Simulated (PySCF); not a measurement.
# Cl4H4O2Ti (trans-Ti(H2O)2Cl4): the cost of one run

Computed with PySCF 2.14.0, with density-fitted response routines of our own, on a single molecule in the gas phase. Atoms are numbered from 0 throughout.

### Step 1. The molecule as given

11 atoms, charge 0, multiplicity 1; geometry from: GFN1-xTB. The atoms were then displaced at random by about 0.03 Å, so the start is not that level's minimum.

Bonds of the start (Å): Ti0–O1 2.10, Ti0–O4 2.16, Ti0–Cl7 2.24, Ti0–Cl8 2.31, Ti0–Cl9 2.32, Ti0–Cl10 2.18, O1–H2 0.99, O1–H3 1.06, O4–H5 0.94, O4–H6 0.98.

### Step 2. Relaxing the molecule at PBE0-D3(BJ)/def2-SVP

The job: settings as JSON, then the geometry in Å.

```
{"job": {"xc": "PBE0", "basis": "def2-SVP", "d3": "d3bj", "grid": 1, "maxiter": 40, "shake": 0.03, "kind": "geom"}, "charge": 0, "multiplicity": 1}
Ti     0.046990    -0.067450     0.010750
O     -0.020010     0.074370     2.102780
H     -0.855770     0.265560     2.598890
H      0.858620     0.387660     2.608040
O     -0.014490    -0.099580    -2.148010
H     -0.723500    -0.484110    -2.626560
H      0.843920    -0.207920    -2.603100
Cl     2.283310     0.038870    -0.010900
Cl    -2.264150     0.010480     0.095870
Cl    -0.030020     2.247150    -0.041610
Cl    -0.026840    -2.250530     0.044740
```

Launch:

```console
$ OMP_NUM_THREADS=1 python probes_run.py task.json out
```

The driver reads the jobs from task.json and runs them one after another.

Q: Estimate the wall time and peak memory of this first job on 1 thread of Intel Xeon at 2.50GHz, shared host.

About 24 min, with a peak of 0.76 GiB.
